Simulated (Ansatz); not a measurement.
# C₆H₁₄S: small, medium and large basis sets

The task here is to estimate one member of a computed series from the others.

Computed with Ansatz 0.2.0, Gaussian basis. Level: one geometry, several basis sets.

Plan: PBE0-D4/def2-SVP; ωB97M-V/def2-SVP; PBE0-D4/def2-QZVPP; ωB97M-V/def2-QZVPP; the functionals' def2-TZVPP values are taken from earlier runs.

1 further run of the same task is left out (it didn't finish). Runs told in other sessions of the task aren't counted.

## The geometry

The geometry comes from an earlier relaxation with PBE0-D4 in a triple-zeta def2 set; it is a stationary point, not always the lowest conformer.

SMILES `CCSC(C)(C)C`, 21 atoms, charge 0, spin multiplicity 1.

Atoms are counted from 1 here; the program's logs count them from 0.

Bond lengths: C1–C2 1.518 Å, C1–H8 1.092 Å, C1–H9 1.092 Å, C1–H10 1.093 Å, C2–S3 1.805 Å, C2–H11 1.093 Å, C2–H12 1.092 Å, S3–C4 1.833 Å, C4–C5 1.522 Å, C4–C6 1.524 Å, C4–C7 1.522 Å, C5–H13 1.092 Å, C5–H14 1.091 Å, C5–H15 1.095 Å, C6–H16 1.094 Å, C6–H17 1.092 Å, C6–H18 1.092 Å, C7–H19 1.092 Å and more. Angles: C2–C1–H8 111.1°, C2–C1–H9 111.1°, C2–C1–H10 110.3°, H8–C1–H9 108.0°, H8–C1–H10 108.1°, H9–C1–H10 108.1°, C1–C2–S3 108.7°, C1–C2–H11 110.2°, C1–C2–H12 110.2°, S3–C2–H11 109.7°, S3–C2–H12 109.7°, H11–C2–H12 108.3°, C2–S3–C4 103.9°, S3–C4–C5 111.0°, S3–C4–C6 104.0°, S3–C4–C7 111.0°, C5–C4–C6 109.9°, C5–C4–C7 110.7° and more.

The first run:

Input file in.yaml:

```yaml
crystal:
  periodic: [false, false, false]
  atoms:
    - {symbol: C, position_ang: [1.550809, -2.063700, -1.918250]}
    - {symbol: C, position_ang: [1.157246, -0.800371, -1.175240]}
    - {symbol: S, position_ang: [-0.303605, -1.148676, -0.173311]}
    - {symbol: C, position_ang: [-0.657008, 0.445796, 0.659226]}
    - {symbol: C, position_ang: [-0.965212, 1.536010, -0.356824]}
    - {symbol: C, position_ang: [-1.893425, 0.155928, 1.501783]}
    - {symbol: C, position_ang: [0.498623, 0.859939, 1.558620]}
    - {symbol: H, position_ang: [0.744347, -2.402329, -2.572350]}
    - {symbol: H, position_ang: [1.782446, -2.872966, -1.222316]}
    - {symbol: H, position_ang: [2.434522, -1.881228, -2.534201]}
    - {symbol: H, position_ang: [1.976348, -0.471182, -0.531567]}
    - {symbol: H, position_ang: [0.935726, 0.000387, -1.884656]}
    - {symbol: H, position_ang: [-0.097153, 1.766931, -0.977683]}
    - {symbol: H, position_ang: [-1.786572, 1.238437, -1.011109]}
    - {symbol: H, position_ang: [-1.251296, 2.457383, 0.161085]}
    - {symbol: H, position_ang: [-2.187127, 1.057476, 2.047048]}
    - {symbol: H, position_ang: [-1.697603, -0.634988, 2.229343]}
    - {symbol: H, position_ang: [-2.733034, -0.153622, 0.875355]}
    - {symbol: H, position_ang: [1.402713, 1.070875, 0.983766]}
    - {symbol: H, position_ang: [0.727558, 0.077667, 2.284494]}
    - {symbol: H, position_ang: [0.237398, 1.772830, 2.103990]}
basis:
  gaussian: {orbitals: def2-SVP}
hamiltonian: {xc: pbe0, dispersion: d4}
output: {orbitals: {seedname: orbitals}}
```

Started as:

```sh
$ ansatz run in.yaml --threads 2 --pin off --events-out ev --progress --plain --max-ram 22528MiB --backend cpu
```

Among the steps run: PBE0-D4 in def2-SVP; ωB97M-V in def2-SVP; PBE0-D4 in def2-QZVPP; ωB97M-V in def2-QZVPP.

One of the session's tables, all rows but one given; the rest of the session is left out.

It belongs to the step «Functionals by basis». 

| functional | basis | HOMO (eV) | LUMO (eV) |
| --- | --- | --- | --- |
| PBE0-D4 | def2-SVP | ? | ? |
| PBE0-D4 | def2-TZVPP | -6.15 | 0.91 |
| PBE0-D4 | def2-QZVPP | -6.18 | 0.52 |
| ωB97M-V | def2-SVP | -8.27 | 3.28 |
| ωB97M-V | def2-TZVPP | -8.40 | 2.44 |
| ωB97M-V | def2-QZVPP | -8.43 | 1.64 |

Estimate the missing values for PBE0-D4, def2-SVP.

**Answer.** HOMO (eV): -6.04; LUMO (eV): 1.43. In the column «HOMO (eV)» it is the highest.
